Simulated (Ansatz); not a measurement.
The system is TiTeSe.

```
CELL_PARAMETERS angstrom
3.68513 0.00000 0.00000
-1.84256 3.19141 0.00000
0.00000 0.00000 6.63475
ATOMIC_POSITIONS crystal
Te 0.66667 0.33333 0.25167
Se 0.33333 0.66667 0.76962
Ti 0.00000 0.00000 0.97872
```

The cell comes from a database or a generator and needn't be the stable form of this composition.

| Quantity | Value |
| --- | --- |
| Program | Ansatz 0.2.0 |
| Task | relaxation of cell and atoms |
| Functional | PBE |
| Potentials or basis | Ansatz PAW |
| Cutoff | 420 eV (not typed: the program's choice for these potentials) |
| k mesh | 8 × 8 × 4 |
| Occupations | fermi-dirac, width 0.05 eV |
| Spin | no spin polarisation |

At the start: volume 26.01 Å³/atom.

Question: How do energy, volume and symmetry change on relaxing?

Answer: It ends after 7 steps and the volume is 26.75 Å³/atom (+2.8 %); space group P3m1 (No. 156, to 0.05 Å).

Step by step:
| step | energy change (eV) | largest force (eV/Å) | volume (Å³) |
| --- | --- | --- | --- |
| 1 | 0.0000 | 0.1876 | 78.03 |
| 2 | -0.0051 | 0.0151 | 77.97 |
| 3 | -0.0072 | 0.0276 | 78.33 |
| 4 | -0.0082 | 0.0192 | 79.30 |
| 5 | -0.0085 | 0.0003 | 80.02 |
| 6 | -0.0085 | 0.0012 | 80.25 |
| 7 | -0.0088 | 0.0011 | 80.25 |

Final structure:
```
Te Se Ti
1.0
     3.65649    0.00000    0.00000
    -1.82825    3.16661    0.00000
     0.00000    0.00000    6.93049
Te Se Ti
1 1 1
Direct
  0.66667 0.33333 0.24597
  0.33333 0.66667 0.77482
  0.00000 0.00000 0.97921
```

Caveat: the plane-wave basis is chosen anew once the cell has moved, so the energies of steps on either side of that aren't comparable; this functional lacks dispersion, which binds the layers, so the pressure and a relaxed spacing across them are unreliable.
